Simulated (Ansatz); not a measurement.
A run of Ansatz 0.2.0:

input.yaml

```yaml
crystal:
  lattice:
    - [-1.524485, 2.16193, 4.585029]
    - [1.524485, -2.16193, 4.585029]
    - [1.524485, 2.16193, -4.585029]
  atoms:
    - { symbol: W, position: [0.834017, 0.334017, 0.5] }
    - { symbol: W, position: [0.165983, 0.665983, 0.5] }
    - { symbol: V, position: [0.5, 0.0, 0.5], spin: 2.0, spin_axis: [0.0, 0.0, 2.0] }
    - { symbol: C, position: [0.339039, 0.339039, 0.0] }
    - { symbol: C, position: [0.660961, 0.660961, 0.0] }
    - { symbol: C, position: [0.0, 0.0, 0.0] }
hamiltonian:
  xc: pbesol
  pseudopotentials: { kind: paw_fr }
magnetization:
  noncollinear: true
  spin_orbit: true
kpoints:
  mp_grid: { grid: [11, 11, 11] }
  band_path:
    path:
      - [[0.0, 0.0, 0.0], [-0.2776377158, 0.2776377158, 0.2776377158], [-0.4720550859, 0.4720550859, 0.0832203456], [-0.5, 0.5, 0.0], [-0.75, 0.25, 0.25], [-0.5, 0.0, 0.5], [-0.7223622842, -0.2776377158, 0.7223622842], [-0.5, -0.5, 0.5], [0.0, 0.0, 0.0], [-0.3055826298, 0.3055826298, -0.3055826298], [-0.5, 0.0, 0.0], [-0.75, 0.25, 0.25]]
      - [[-0.5279449141, 0.5279449141, -0.0832203456], [-0.3055826298, 0.3055826298, -0.3055826298]]
      - [[-0.6944173702, -0.3055826298, 0.3055826298], [-0.5, -0.5, 0.5]]
    npoints: 14
scf:
  occupations: { method: fermi_dirac, width: 0.05 }
  n_extra_bands: 15
output:
  forces: true
  stress: true
  eigenvalues: true
  fatbands: true
```

Potentials or basis: Ansatz PAW.

Run with:

```sh
$ ansatz run input.yaml --threads 2 --pin off --max-ram 5632MiB --backend cpu --events-out ev --progress --plain --runs-dir out
```

Hardware: 2 threads of Intel(R) Xeon(R) 6975P-C (Granite Rapids), with other jobs on the host.

Q: How long does it take, and how much memory?

A: It took 3.2 min on 2 threads of Intel(R) Xeon(R) 6975P-C (Granite Rapids), with other jobs on the host, peak memory 1.7 GiB. Counts: scf iterations 21, plane waves 1213, k points 216, bands 68.
